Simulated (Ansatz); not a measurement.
# SiH₄O + H radical: a complex and its separated parts

Aim: how far the complex at one end of a reaction step lies below its separated, relaxed parts, level by level.

The runs use Ansatz 0.2.0, Gaussian basis; PBE0-D4/def2-TZVP structures, single points in def2-TZVPP, no counterpoise correction.

Levels: SPW92, PBE-D4, BLYP-D4, r2SCAN-D4, B97M-V, PBE0-D4, B3LYP-D4, r2SCAN0-D4, BHLYP-D4, CAM-B3LYP-D4, wB97X-V, wB97M-V, B2PLYP, PBE-QIDH, Hartree-Fock, MP2, CCSD, CCSD(T).

Correlated methods freeze the cores. Orbitals are unrestricted. B3LYP uses VWN-RPA correlation. B2PLYP carries no dispersion term here.

80 further runs of the same task are left out: 2 that didn't finish, 78 set aside as unsound or not needed.

### 1 The system as given

The complex: 7 atoms, charge 0, spin multiplicity 2.

Atoms are counted from 1 here; the program's logs count them from 0.

Bond lengths: H1–Si2 1.480 Å, Si2–O3 1.648 Å, Si2–H5 1.489 Å, Si2–H6 1.489 Å, O3–H7 0.958 Å. Angles: H1–Si2–O3 105.9°, H1–Si2–H5 109.9°, H1–Si2–H6 109.9°, O3–Si2–H5 111.7°, O3–Si2–H6 111.7°, H5–Si2–H6 107.9°, Si2–O3–H7 117.9°.

Geometry (Å):

```xyz
7
charge 0, multiplicity 2
H    -0.5570   -0.4835    0.7779
Si    0.3673    0.3971    0.0284
O     0.1526    0.0278   -1.5631
H    -2.4542   -2.4185    2.1890
H     0.0466    1.8236    0.3097
H     1.7687    0.1488    0.4659
H     0.6760    0.5047   -2.2077
```

Its parts: SiH₄O holds atoms 1, 2, 3, 5, 6, 7; H radical holds atoms 4. Each part counts its atoms afresh in its own runs.

### 2 Relaxing SiH₄O alone

Input file relax-a/in.yaml:

```yaml
crystal:
  periodic: [false, false, false]
  atoms:
    - {symbol: H, position_ang: [-0.557044, -0.483496, 0.777930]}
    - {symbol: Si, position_ang: [0.367304, 0.397069, 0.028404]}
    - {symbol: O, position_ang: [0.152572, 0.027780, -1.563137]}
    - {symbol: H, position_ang: [0.046592, 1.823632, 0.309727]}
    - {symbol: H, position_ang: [1.768747, 0.148799, 0.465882]}
    - {symbol: H, position_ang: [0.676027, 0.504693, -2.207686]}
basis:
  gaussian: {orbitals: def2-TZVP}
hamiltonian: {xc: pbe0, dispersion: d4}
relax: {f_tol: 0.005, max_steps: 200}
```

Command:

```bash
ansatz run in.yaml --threads 2 --pin off --events-out ev --progress --plain --max-ram 4352MiB
```

The log of the run, shortened:

```text
Functional definition: PBE0
  name "PBE0"
  cite "Adamo & Barone, J. Chem. Phys. 110, 6158 (1999) doi:10.1063/1.478522"
  cite "Perdew, Burke & Ernzerhof, Phys. Rev. Lett. 77, 3865 (1996) doi:10.1103/PhysRevLett.77.3865"
  parent pbe
[...]
595 factors; their error is unknown
[...]
mean field -9986.23328843 eV, -366.9873044376 hartree, gradient 4.1e-5 eV, S^2 0.000000; 0 other end points of the search recorded, 0 dependent functions left out
[...]
reference -9986.23331380 eV, -366.9873053700 hartree; 13, 13 occupied and 79, 79 virtual orbitals, 595 factors
relax step   1: F+E_penalty+E_count = -9986.28628718 eV  Δ(F+E_penalty+E_count) = +0.000e0 eV  max|allowed force component| = 1.610e-3 eV/Å  Δτ_max = 0.0000 Å  (23 SCF iters, accepted)
Total energy: -9986.28631255 eV, -366.9892530381 hartree
Atom 0 at    -0.557044    -0.483496     0.777930 Å, force    -0.000632    -0.000498     0.000450 eV/Å
Atom 1 at     0.367304     0.397069     0.028404 Å, force     0.001022     0.000844    -0.001610 eV/Å
Atom 2 at     0.152572     0.027780    -1.563137 Å, force     0.000159     0.000200     0.001127 eV/Å
Atom 3 at     0.046592     1.823632     0.309727 Å, force    -0.000040    -0.000490     0.000027 eV/Å
Atom 4 at     1.768747     0.148799     0.465882 Å, force    -0.000361    -0.000038     0.000091 eV/Å
Atom 5 at     0.676027     0.504693    -2.207686 Å, force    -0.000148    -0.000018    -0.000085 eV/Å
Dipole moment:     0.189431     0.185315    -0.097300 e Å
```

Wall time 0.8 s (2 threads of Arm Neoverse V2, shared host).

Close pairs (by a distance rule), those that changed most:

```csv
bond,before (Å),after (Å),change (Å)
H1–Si2,1.480,1.480,+0.000
Si2–O3,1.648,1.648,+0.000
Si2–H4,1.489,1.489,+0.000
Si2–H5,1.489,1.489,+0.000
O3–H6,0.958,0.958,+0.000
```

### 3 SPW92/def2-TZVPP

Input file parta/in.yaml:

```yaml
crystal:
  periodic: [false, false, false]
  atoms:
    - {symbol: H, position_ang: [-0.557044, -0.483496, 0.777930]}
    - {symbol: Si, position_ang: [0.367304, 0.397069, 0.028404]}
    - {symbol: O, position_ang: [0.152572, 0.027780, -1.563137]}
    - {symbol: H, position_ang: [0.046592, 1.823632, 0.309727]}
    - {symbol: H, position_ang: [1.768747, 0.148799, 0.465882]}
    - {symbol: H, position_ang: [0.676027, 0.504693, -2.207686]}
basis:
  gaussian: {orbitals: def2-TZVPP}
hamiltonian: {xc: lda}
```

Command:

```bash
ansatz run in.yaml --threads 2 --pin off --events-out ev --progress --plain --max-ram 4352MiB
```

The log of the run:

```text
Functional definition: SPW92
  name "SPW92"
  cite "Dirac, Proc. Camb. Phil. Soc. 26, 376 (1930) doi:10.1017/S0305004100016108"
  cite "Slater, Phys. Rev. 81, 385 (1951) doi:10.1103/PhysRev.81.385"
  cite "Perdew & Wang, Phys. Rev. B 45, 13244 (1992) doi:10.1103/PhysRevB.45.13244"
  exchange = slater_x
  correlation = pw_c
675 factors; their error is unknown
mean field evaluation 1: about -9938.5430 eV, gradient 6.0e1 eV
mean field evaluation 2: about -9907.4138 eV, gradient 1.4e2 eV
mean field evaluation 4: about -9944.5430 eV, gradient 4.1e0 eV
mean field evaluation 8: about -9944.5898 eV, gradient 4.0e-2 eV
mean field evaluation 16: about -9944.5725 eV, gradient 2.9e-5 eV
mean field -9944.57252719 eV, -365.4562997008 hartree, gradient 2.9e-5 eV, S^2 0.000000; 0 other end points of the search recorded, 0 dependent functions left out
reference -9944.57255853 eV, -365.4563008525 hartree; 13, 13 occupied and 116, 116 virtual orbitals, 675 factors
Total energy: -9944.57255853 eV, -365.4563008525 hartree
```

It took 0.5 s on 2 threads of Arm Neoverse V2, shared host.

### 4 PBE-D4/def2-TZVPP

parta/in.yaml, as its differences from that of step 3:

```diff
@@ -11,2 +11,2 @@
   gaussian: {orbitals: def2-TZVPP}
-hamiltonian: {xc: lda}
+hamiltonian: {xc: pbe, dispersion: d4}
```

Command:

```bash
ansatz run in.yaml --threads 2 --pin off --events-out ev --progress --plain --max-ram 4352MiB
```

The log of the run:

```text
Functional definition: PBE
  name "PBE"
  cite "Perdew, Burke & Ernzerhof, Phys. Rev. Lett. 77, 3865 (1996) doi:10.1103/PhysRevLett.77.3865"
  parent pbe
  parameter kappa = 0.804
  parameter beta = 0.06672455060314922
  exchange = pbe_x(kappa = kappa, mu = beta*pi^2/3)
  correlation = pbe_c(beta = beta)
675 factors; their error is unknown
mean field evaluation 1: about -9979.4735 eV, gradient 6.0e1 eV
mean field evaluation 2: about -9949.5201 eV, gradient 1.3e2 eV
mean field evaluation 4: about -9985.3683 eV, gradient 3.5e0 eV
mean field evaluation 8: about -9985.4036 eV, gradient 3.4e-2 eV
mean field evaluation 16: about -9985.3861 eV, gradient 4.1e-5 eV
mean field -9985.38612089 eV, -366.9561716047 hartree, gradient 4.1e-5 eV, S^2 0.000000; 0 other end points of the search recorded, 0 dependent functions left out
reference -9985.38615442 eV, -366.9561728371 hartree; 13, 13 occupied and 116, 116 virtual orbitals, 675 factors
Total energy: -9985.45064275 eV, -366.9585427396 hartree
```

Wall time 0.8 s (2 threads of Arm Neoverse V2, shared host).

### 5 BLYP-D4/def2-TZVPP

parta/in.yaml, as its differences from that of step 4:

```diff
@@ -11,2 +11,2 @@
   gaussian: {orbitals: def2-TZVPP}
-hamiltonian: {xc: pbe, dispersion: d4}
+hamiltonian: {xc: {name: BLYP}, dispersion: d4}
```

Command:

```bash
ansatz run in.yaml --threads 2 --pin off --events-out ev --progress --plain --max-ram 4352MiB
```

The log of the run:

```text
Functional definition: BLYP
  name "BLYP"
  cite "Becke, Phys. Rev. A 38, 3098 (1988) doi:10.1103/PhysRevA.38.3098"
  cite "Lee, Yang & Parr, Phys. Rev. B 37, 785 (1988) doi:10.1103/PhysRevB.37.785"
  parameter beta = 0.0042
  parameter a = 0.04918
  parameter b = 0.132
  parameter c = 0.2533
  parameter d = 0.349
  exchange = b88_x(beta = beta)
  correlation = lyp_c(a = a, b = b, c = c, d = d)
675 factors; their error is unknown
mean field evaluation 1: about -9984.7404 eV, gradient 6.4e1 eV
mean field evaluation 2: about -9949.2124 eV, gradient 1.4e2 eV
mean field evaluation 4: about -9991.3628 eV, gradient 3.7e0 eV
mean field evaluation 8: about -9991.4061 eV, gradient 3.5e-2 eV
mean field evaluation 16: about -9991.3884 eV, gradient 3.1e-5 eV
mean field -9991.38838321 eV, -367.1767506766 hartree, gradient 3.1e-5 eV, S^2 0.000000; 0 other end points of the search recorded, 0 dependent functions left out
reference -9991.38866502 eV, -367.1767610332 hartree; 13, 13 occupied and 116, 116 virtual orbitals, 675 factors
Total energy: -9991.53677499 eV, -367.1822039739 hartree
```

Wall time 0.8 s (2 threads of Arm Neoverse V2, shared host).

### 6 r2SCAN-D4/def2-TZVPP

parta/in.yaml, as its differences from that of step 5:

```diff
@@ -11,2 +11,2 @@
   gaussian: {orbitals: def2-TZVPP}
-hamiltonian: {xc: {name: BLYP}, dispersion: d4}
+hamiltonian: {xc: r2scan, dispersion: d4}
```

Command:

```bash
ansatz run in.yaml --threads 2 --pin off --events-out ev --progress --plain --max-ram 4352MiB
```

The log of the run:

```text
Functional definition: r2SCAN
  name "r2SCAN"
  cite "Furness, Kaplan, Ning, Perdew & Sun, J. Phys. Chem. Lett. 11, 8208 (2020) doi:10.1021/acs.jpclett.0c02405"
  cite "Furness, Kaplan, Ning, Perdew & Sun, J. Phys. Chem. Lett. 11, 9248 (2020) doi:10.1021/acs.jpclett.0c03077"
  parent r2scan
  parameter k0 = 0.174
  parameter k1 = 0.065
  parameter a1 = 4.9479
  exchange = r2scan_x(k0 = k0, k1 = k1, a1 = a1)
  correlation = r2scan_c
675 factors; their error is unknown
mean field evaluation 1: about -9985.2784 eV, gradient 5.5e1 eV
mean field evaluation 2: about -9968.9286 eV, gradient 1.1e2 eV
mean field evaluation 4: about -9990.1478 eV, gradient 2.2e0 eV
mean field evaluation 8: about -9990.1606 eV, gradient 2.3e-2 eV
mean field evaluation 16: about -9990.1428 eV, gradient 2.3e-5 eV
mean field -9990.14276330 eV, -367.1309749891 hartree, gradient 2.3e-5 eV, S^2 0.000000; 0 other end points of the search recorded, 0 dependent functions left out
reference -9990.14277371 eV, -367.1309753718 hartree; 13, 13 occupied and 116, 116 virtual orbitals, 675 factors
Total energy: -9990.15740778 eV, -367.1315131638 hartree
```

Wall time 1.6 s (2 threads of Arm Neoverse V2, shared host).

### 7 B97M-V/def2-TZVPP

parta/in.yaml, as its differences from that of step 6:

```diff
@@ -11,2 +11,2 @@
   gaussian: {orbitals: def2-TZVPP}
-hamiltonian: {xc: r2scan, dispersion: d4}
+hamiltonian: {xc: {name: B97M-V}}
```

Command:

```bash
ansatz run in.yaml --threads 2 --pin off --events-out ev --progress --plain --max-ram 4352MiB
```

The log of the run, shortened:

```text
Functional definition: B97M-V
  name "B97M-V"
  cite "Mardirossian & Head-Gordon, J. Chem. Phys. 142, 074111 (2015) doi:10.1063/1.4907719"
  cite "Becke, J. Chem. Phys. 107, 8554 (1997) doi:10.1063/1.475007"
  cite "Vydrov & Van Voorhis, J. Chem. Phys. 133, 244103 (2010) doi:10.1063/1.3521275"
  # Of w^i u^j: cxij and so on, Table III.
[...]
  gx(w, u) = cx00 + cx01*u + cx02*u^2 + (cx10 + cx11*u)*w
  gss(w, u) = css00 + css02*u^2 + css10*w + (css32*w^3 + css42*w^4)*u^2
  gos(w, u) = cos00 + cos01*u + cos03*u^3 + cos10*w + cos32*w^3*u^2
[...]
      + integral(e_c_pw_mod_opposite_spin*gos(b97_w_opposite, b97_u_opposite)) + vv10(b, c)
675 factors; their error is unknown
[...]
mean field -9989.26357010 eV, -367.0986652353 hartree, gradient 7.0e-5 eV, S^2 0.000000; 0 other end points of the search recorded, 0 dependent functions left out
reference -9989.26362227 eV, -367.0986671525 hartree; 13, 13 occupied and 116, 116 virtual orbitals, 675 factors
Total energy: -9989.26362227 eV, -367.0986671525 hartree
```

It took 3.3 s on 2 threads of Arm Neoverse V2, shared host.

### 8 PBE0-D4/def2-TZVPP

parta/in.yaml, as its differences from that of step 7:

```diff
@@ -11,2 +11,3 @@
   gaussian: {orbitals: def2-TZVPP}
-hamiltonian: {xc: {name: B97M-V}}
+hamiltonian: {xc: pbe0, dispersion: d4}
+output: {orbitals: {seedname: orbitals}}
```

Command:

```bash
ansatz run in.yaml --threads 2 --pin off --events-out ev --progress --plain --max-ram 4352MiB
```

The log of the run:

```text
Functional definition: PBE0
  name "PBE0"
  cite "Adamo & Barone, J. Chem. Phys. 110, 6158 (1999) doi:10.1063/1.478522"
  cite "Perdew, Burke & Ernzerhof, Phys. Rev. Lett. 77, 3865 (1996) doi:10.1103/PhysRevLett.77.3865"
  parent pbe
  parameter a = 0.25
  parameter kappa = 0.804
  parameter beta = 0.06672455060314922
  exchange = (1 - a)*pbe_x(kappa = kappa, mu = beta*pi^2/3) + a*exact_x
  correlation = pbe_c(beta = beta)
678 factors; their error is unknown
mean field evaluation 1: about -9982.2920 eV, gradient 5.0e1 eV
mean field evaluation 2: about -9974.5585 eV, gradient 8.2e1 eV
mean field evaluation 4: about -9986.2677 eV, gradient 1.1e0 eV
mean field evaluation 8: about -9986.2914 eV, gradient 1.6e-1 eV
mean field -9986.29142315 eV, -366.9894408493 hartree, gradient 1.5e-5 eV, S^2 0.000000; 0 other end points of the search recorded, 0 dependent functions left out
reference -9986.29144825 eV, -366.9894417716 hartree; 13, 13 occupied and 116, 116 virtual orbitals, 678 factors
Total energy: -9986.34444700 eV, -366.9913894397 hartree
```

Run time: 1 s. Hardware: 2 threads of Arm Neoverse V2, shared host.

### 9 B3LYP-D4/def2-TZVPP

parta/in.yaml, as its differences from that of step 8:

```diff
@@ -11,3 +11,2 @@
   gaussian: {orbitals: def2-TZVPP}
-hamiltonian: {xc: pbe0, dispersion: d4}
-output: {orbitals: {seedname: orbitals}}
+hamiltonian: {xc: {name: B3LYP}, dispersion: d4}
```

Command:

```bash
ansatz run in.yaml --threads 2 --pin off --events-out ev --progress --plain --max-ram 4352MiB
```

The log of the run:

```text
Functional definition: B3LYP
  name "B3LYP"
  cite "Stephens, Devlin, Chabalowski & Frisch, J. Phys. Chem. 98, 11623 (1994) doi:10.1021/j100096a001"
  cite "Becke, Phys. Rev. A 38, 3098 (1988) doi:10.1103/PhysRevA.38.3098"
  cite "Lee, Yang & Parr, Phys. Rev. B 37, 785 (1988) doi:10.1103/PhysRevB.37.785"
  cite "Vosko, Wilk & Nusair, Can. J. Phys. 58, 1200 (1980) doi:10.1139/p80-159"
  parameter a0 = 0.2
  parameter ax = 0.72
  parameter ac = 0.81
  exchange = (1 - a0 - ax)*slater_x + ax*b88_x + a0*exact_x
  correlation = (1 - ac)*vwn_rpa_c + ac*lyp_c
678 factors; their error is unknown
mean field evaluation 1: about -9987.9324 eV, gradient 5.5e1 eV
mean field evaluation 2: about -9975.7104 eV, gradient 9.8e1 eV
mean field evaluation 4: about -9992.7236 eV, gradient 1.4e0 eV
mean field evaluation 8: about -9992.7428 eV, gradient 2.0e-2 eV
mean field -9992.74275988 eV, -367.2265231014 hartree, gradient 2.1e-5 eV, S^2 0.000000; 0 other end points of the search recorded, 0 dependent functions left out
reference -9992.74296972 eV, -367.2265308127 hartree; 13, 13 occupied and 116, 116 virtual orbitals, 678 factors
Total energy: -9992.84765876 eV, -367.2303780639 hartree
```

Run time: 1.1 s. Hardware: 2 threads of Arm Neoverse V2, shared host.

### 10 r2SCAN0-D4/def2-TZVPP

parta/in.yaml, as its differences from that of step 9:

```diff
@@ -11,2 +11,2 @@
   gaussian: {orbitals: def2-TZVPP}
-hamiltonian: {xc: {name: B3LYP}, dispersion: d4}
+hamiltonian: {xc: {name: r2SCAN0}, dispersion: d4}
```

Command:

```bash
ansatz run in.yaml --threads 2 --pin off --events-out ev --progress --plain --max-ram 4352MiB
```

The log of the run, shortened:

```text
Functional definition: r2SCAN0
  name "r2SCAN0"
  cite "Bursch, Neugebauer, Ehlert & Grimme, J. Chem. Phys. 156, 134105 (2022) doi:10.1063/5.0086040"
  cite "Furness, Kaplan, Ning, Perdew & Sun, J. Phys. Chem. Lett. 11, 8208 (2020) doi:10.1021/acs.jpclett.0c02405"
  cite "Furness, Kaplan, Ning, Perdew & Sun, J. Phys. Chem. Lett. 11, 9248 (2020) doi:10.1021/acs.jpclett.0c03077"
  parent r2scan
[...]
678 factors; their error is unknown
[...]
mean field -9989.76145502 eV, -367.1169621685 hartree, gradient 1.4e-5 eV, S^2 0.000000; 0 other end points of the search recorded, 0 dependent functions left out
reference -9989.76146330 eV, -367.1169624726 hartree; 13, 13 occupied and 116, 116 virtual orbitals, 678 factors
Total energy: -9989.77849094 eV, -367.1175882270 hartree
```

Run time: 1.9 s. Hardware: 2 threads of Arm Neoverse V2, shared host.

### 11 BHLYP-D4/def2-TZVPP

parta/in.yaml, as its differences from that of step 10:

```diff
@@ -11,2 +11,2 @@
   gaussian: {orbitals: def2-TZVPP}
-hamiltonian: {xc: {name: r2SCAN0}, dispersion: d4}
+hamiltonian: {xc: {name: BHLYP}, dispersion: d4}
```

Command:

```bash
ansatz run in.yaml --threads 2 --pin off --events-out ev --progress --plain --max-ram 4352MiB
```

The log of the run:

```text
Functional definition: BHLYP
  name "BHLYP"
  cite "Becke, J. Chem. Phys. 98, 1372 (1993) doi:10.1063/1.464304"
  cite "Becke, Phys. Rev. A 38, 3098 (1988) doi:10.1103/PhysRevA.38.3098"
  cite "Lee, Yang & Parr, Phys. Rev. B 37, 785 (1988) doi:10.1103/PhysRevB.37.785"
  parameter a = 0.5
  exchange = (1 - a)*b88_x + a*exact_x
  correlation = lyp_c
723 factors; their error is unknown
mean field evaluation 1: about -9987.7310 eV, gradient 4.5e1 eV
mean field evaluation 2: about -9985.7704 eV, gradient 5.6e1 eV
mean field evaluation 4: about -9990.9568 eV, gradient 4.8e-1 eV
mean field evaluation 8: about -9991.0176 eV, gradient 7.8e-3 eV
mean field -9991.01755484 eV, -367.1631229853 hartree, gradient 3.1e-5 eV, S^2 0.000000; 0 other end points of the search recorded, 0 dependent functions left out
reference -9991.01769650 eV, -367.1631281912 hartree; 13, 13 occupied and 116, 116 virtual orbitals, 723 factors
Total energy: -9991.09248830 eV, -367.1658767394 hartree
```

Wall time 0.95 s (2 threads of Arm Neoverse V2, shared host).

### 12 CAM-B3LYP-D4/def2-TZVPP

parta/in.yaml, as its differences from that of step 11:

```diff
@@ -11,2 +11,2 @@
   gaussian: {orbitals: def2-TZVPP}
-hamiltonian: {xc: {name: BHLYP}, dispersion: d4}
+hamiltonian: {xc: {name: CAM-B3LYP}, dispersion: d4}
```

Command:

```bash
ansatz run in.yaml --threads 2 --pin off --events-out ev --progress --plain --max-ram 4352MiB
```

The log of the run, shortened:

```text
Functional definition: CAM-B3LYP
  name "CAM-B3LYP"
  cite "Yanai, Tew & Handy, Chem. Phys. Lett. 393, 51 (2004) doi:10.1016/j.cplett.2004.06.011"
  cite "Iikura, Tsuneda, Yanai & Hirao, J. Chem. Phys. 115, 3540 (2001) doi:10.1063/1.1383587"
  cite "Becke, Phys. Rev. A 38, 3098 (1988) doi:10.1103/PhysRevA.38.3098"
  cite "Lee, Yang & Parr, Phys. Rev. B 37, 785 (1988) doi:10.1103/PhysRevB.37.785"
  cite "Vosko, Wilk & Nusair, Can. J. Phys. 58, 1200 (1980) doi:10.1139/p80-159"
[...]
  # Exact exchange under (alpha + beta erf(omega r))/r, Becke's under what is left of 1/r.
[...]
678 factors; their error is unknown
177 factors; integrals over basis functions are off by at most 1.3e-5 eV
[...]
mean field -9991.52636981 eV, -367.1818215909 hartree, gradient 8.3e-5 eV, S^2 0.000000; 0 other end points of the search recorded, 0 dependent functions left out
reference -9991.52647175 eV, -367.1818253371 hartree; 13, 13 occupied and 116, 116 virtual orbitals, 678 factors
Total energy: -9991.57917682 eV, -367.1837622127 hartree
```

Run time: 1 s. Hardware: 2 threads of Arm Neoverse V2, shared host.

### 13 wB97X-V/def2-TZVPP

parta/in.yaml, as its differences from that of step 12:

```diff
@@ -11,2 +11,2 @@
   gaussian: {orbitals: def2-TZVPP}
-hamiltonian: {xc: {name: CAM-B3LYP}, dispersion: d4}
+hamiltonian: {xc: {name: wB97X-V}}
```

Command:

```bash
ansatz run in.yaml --threads 2 --pin off --events-out ev --progress --plain --max-ram 4352MiB
```

The log of the run, shortened:

```text
Functional definition: wB97X-V
  name "wB97X-V"
  cite "Mardirossian & Head-Gordon, Phys. Chem. Chem. Phys. 16, 9904 (2014) doi:10.1039/C3CP54374A"
  cite "Becke, J. Chem. Phys. 107, 8554 (1997) doi:10.1063/1.475007"
  cite "Vydrov & Van Voorhis, J. Chem. Phys. 133, 244103 (2010) doi:10.1063/1.3521275"
[...]
      + integral(e_c_pw_opposite_spin*poly(b97_u_opposite, cos0, cos1)) + vv10(b, c)
678 factors; their error is unknown
163 factors; integrals over basis functions are off by at most 1.4e-5 eV
[...]
mean field -9989.99701329 eV, -367.1256187751 hartree, gradient 4.8e-5 eV, S^2 0.000000; 0 other end points of the search recorded, 0 dependent functions left out
reference -9989.99701156 eV, -367.1256187117 hartree; 13, 13 occupied and 116, 116 virtual orbitals, 678 factors
Total energy: -9989.99701156 eV, -367.1256187117 hartree
```

Run time: 2.7 s. Hardware: 2 threads of Arm Neoverse V2, shared host.

### 14 wB97M-V/def2-TZVPP

parta/in.yaml, as its differences from that of step 13:

```diff
@@ -11,2 +11,2 @@
   gaussian: {orbitals: def2-TZVPP}
-hamiltonian: {xc: {name: wB97X-V}}
+hamiltonian: {xc: {name: wB97M-V}}
```

Command:

```bash
ansatz run in.yaml --threads 2 --pin off --events-out ev --progress --plain --max-ram 4352MiB
```

The log of the run, shortened:

```text
Functional definition: wB97M-V
  name "wB97M-V"
  cite "Mardirossian & Head-Gordon, J. Chem. Phys. 144, 214110 (2016) doi:10.1063/1.4952647"
  cite "Becke, J. Chem. Phys. 107, 8554 (1997) doi:10.1063/1.475007"
  cite "Vydrov & Van Voorhis, J. Chem. Phys. 133, 244103 (2010) doi:10.1063/1.3521275"
  # Of w^i u^j: cxij and so on, Table III.
[...]
  gx(w, u) = 1 - cx + cx01*u + cx10*w
  gss(w, u) = css00 + css04*u^4 + css10*w + css20*w^2 + css43*w^4*u^3
  gos(w, u) = cos00 + cos10*w + (cos20 + cos21*u)*w^2 + (cos60 + cos61*u)*w^6
[...]
      + integral(e_c_pw_mod_opposite_spin*gos(b97_w_opposite, b97_u_opposite)) + vv10(b, c)
678 factors; their error is unknown
163 factors; integrals over basis functions are off by at most 1.4e-5 eV
[...]
mean field -9990.45389462 eV, -367.1424088544 hartree, gradient 4.2e-5 eV, S^2 0.000000; 0 other end points of the search recorded, 0 dependent functions left out
reference -9990.45393679 eV, -367.1424104040 hartree; 13, 13 occupied and 116, 116 virtual orbitals, 678 factors
Total energy: -9990.45393679 eV, -367.1424104040 hartree
```

Wall time 3 s (2 threads of Arm Neoverse V2, shared host).

(Part 1 of 2 ends here.)
